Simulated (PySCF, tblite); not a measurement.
# C6H9O radical: geometry, infrared bands and EPR parameters

Aim: predict the infrared bands and EPR parameters of C6H9O radical (`[H]/[C]=C\[C@H](C=O)CC`).

Programs: tblite 0.8.0 and PySCF 2.14.0, with density-fitted response routines of our own. Each step states its level of theory. These are calculated values for one molecule in the gas phase, unless marked as measured. Atoms are numbered from 0 throughout.

**1. Starting geometry**

16 atoms, charge 0, multiplicity 2; geometry from: force field or distance geometry start.

Bonds of the start (Å): C0–C1 1.29, C1–C2 1.52, C2–C3 1.51, C3–O4 1.25, C2–C5 1.52, C5–C6 1.53, C0–H7 1.07, C1–H8 1.10, C2–H9 1.09, C3–H10 1.10, C5–H11 1.10, C5–H12 1.11, C6–H13 1.09, C6–H14 1.09, C6–H15 1.10.

**2. Relaxing the molecule with GFN2-xTB**

Job settings and geometry (Å):

```
{"job": {"kind": "relax", "xc": "GFN2-xTB", "basis": "xTB"}, "charge": 0, "multiplicity": 2}
C     -2.308900     1.595000    -0.357000
C     -1.651800     0.657900     0.229600
C     -0.383000     0.015200    -0.297800
C     -0.711000    -1.447600    -0.499500
O     -0.483700    -2.334400     0.344600
C      0.784600     0.246400     0.647600
C      2.115100    -0.205800     0.047400
H     -2.863300     2.380100    -0.830600
H     -1.995900     0.299700     1.209000
H     -0.151200     0.426600    -1.284900
H     -1.221000    -1.705800    -1.441400
H      0.867300     1.312300     0.889400
H      0.626600    -0.275600     1.611400
H      2.326100     0.316700    -0.888700
H      2.111700    -1.275600    -0.148500
H      2.930900     0.003700     0.758000
```

Command:

```console
> OMP_NUM_THREADS=1 python probes_run.py task.json out
```

The driver reads the jobs from task.json and runs them one after another.

**Question.** This job is followed by: GFN2-xTB harmonic vibrations, gas phase; UKS B3LYP, pcH-1 on C H O, non-relativistic, mean-field spin-orbit, GIAO. Predict these results of the whole session: strongest single infrared mode (GFN2-xTB); zero-point energy (GFN2-xTB); g(iso) (B3LYP); ⟨S²⟩; largest a(iso) (averaged by class); potential on the surface of density 0.002 e/bohr³, 1st and 99th percentile.

The runs gave:

| quantity | value |
| --- | --- |
| strongest single infrared mode (GFN2-xTB) | 1765 cm⁻¹, 304 km/mol |
| zero-point energy (GFN2-xTB) | 81.1 kcal/mol |
| g(iso) (B3LYP) | 2.00219 |
| ⟨S²⟩ | 0.759 (exact 0.75) |
| largest a(iso) (averaged by class) | 13C on C0, 283.9 MHz |
| potential on the surface of density 0.002 e/bohr³, 1st and 99th percentile | -1.53 V and 1.29 V |

**Reading.** Over 75 steps the energy fell by 0.262 eV; of the close pairs, C3–O4 changed most, 1.245 to 1.202 Å. All 42 modes are real, so the xTB geometry is a minimum. The strongest single mode, at 1765 cm⁻¹, moves mainly C3 and O4. Unscaled tight-binding wavenumbers are off by several per cent, some by more. Its intensities can rank the bands wrongly. C0 carries the largest spin population, 1.02 e. The isotropic g lies 0.1 ppt below the free-electron value. These values are for one conformer; the search (at its own cheap level) found 2 more, at 1.28, 1.97 kcal/mol, and measured spectra average over such forms.
